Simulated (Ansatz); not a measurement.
Predict the output of the script below (Ansatz's Python interface).

`run_scan.py`
```python
"""Potential curve of BH3SSeSi along one bond."""

import ansatz as az
from ase import Atoms
import numpy as np

BASIS = "def2-SVP"
XC = "hf"

atoms = Atoms(["Se", "Si", "B", "S", "H", "H", "H"], positions=[
    (-1.3644, 1.3383, -0.9789),
    (0.3497, 0.2217, -0.1329),
    (-0.1746, -0.908, 1.4273),
    (0.1931, -1.7419, -0.3185),
    (-0.8221, 1.2493, -2.4217),
    (1.7375, 0.7292, -0.2177),
    (0.1421, -0.9567, 2.5967),
])
geometry = az.Crystal.molecule_from_ase(atoms)

symbols = [site.symbol for site in geometry.cartesian_sites]
start = np.array([site.position_ang for site in geometry.cartesian_sites])
axis = (start[0] - start[1]) / np.linalg.norm(start[0] - start[1])
moving = [0, 4]
lengths, energies = [1.948, 2.037, 2.125, 2.214, 2.302, 2.391, 2.479, 2.612], []
for length in lengths:
    xyz = start.copy()
    xyz[moving] += (length - np.linalg.norm(start[0] - start[1])) * axis
    point = az.Crystal.molecule()
    for symbol, place in zip(symbols, xyz):
        point = point.atom(symbol, place.tolist())
    calc = point.calculation().basis(gaussian=BASIS).functional(XC)
    summary = calc.run(threads=1, pin="off").report
    energies.append(summary["free_energy_ev"])
    print(f"r = {length:6.3f} A  E = {energies[-1]:.5f} eV  <S^2> = {abs(summary['mean_field']['state']['spin_squared']):.3f}")

# quartic fit about the minimum
fit = np.polynomial.Polynomial.fit(lengths, np.array(energies) - min(energies), 4).convert()
roots = [r.real for r in fit.deriv().roots() if abs(r.imag) < 1e-9 and fit.deriv(2)(r.real) > 0]
r_e = min(roots, key=lambda r: abs(r - lengths[int(np.argmin(energies))]))
print(f"minimum of the fit at {r_e:.4f} A, force constant {fit.deriv(2)(r_e):.2f} eV/A^2")
```

Running `python run_scan.py` prints:
```text
r =  1.948 A  E = -84685.56332 eV  <S^2> = 0.000
r =  2.037 A  E = -84686.25834 eV  <S^2> = 0.000
r =  2.125 A  E = -84686.66086 eV  <S^2> = 0.000
r =  2.214 A  E = -84686.86033 eV  <S^2> = 0.000
r =  2.302 A  E = -84686.91042 eV  <S^2> = 0.000
r =  2.391 A  E = -84686.85563 eV  <S^2> = 0.000
r =  2.479 A  E = -84686.72866 eV  <S^2> = 0.000
r =  2.612 A  E = -84686.44886 eV  <S^2> = 0.000
minimum of the fit at 2.2940 A, force constant 13.55 eV/A^2
```

Total energies depend on the basis set; only differences at equal settings carry meaning. The rest of the molecule is held rigid at a force-field or estimated start geometry, and the basis set is modest; single-reference methods fail as a bond breaks. Hartree-Fock leaves correlation out, so bond, atomisation and ionisation energies come out well too low. The orbitals are restricted, so S² is zero by construction. Hardware and time: 9.9 s on 1 thread of Arm Neoverse V2 (shared host), peak memory 0.25 GiB.
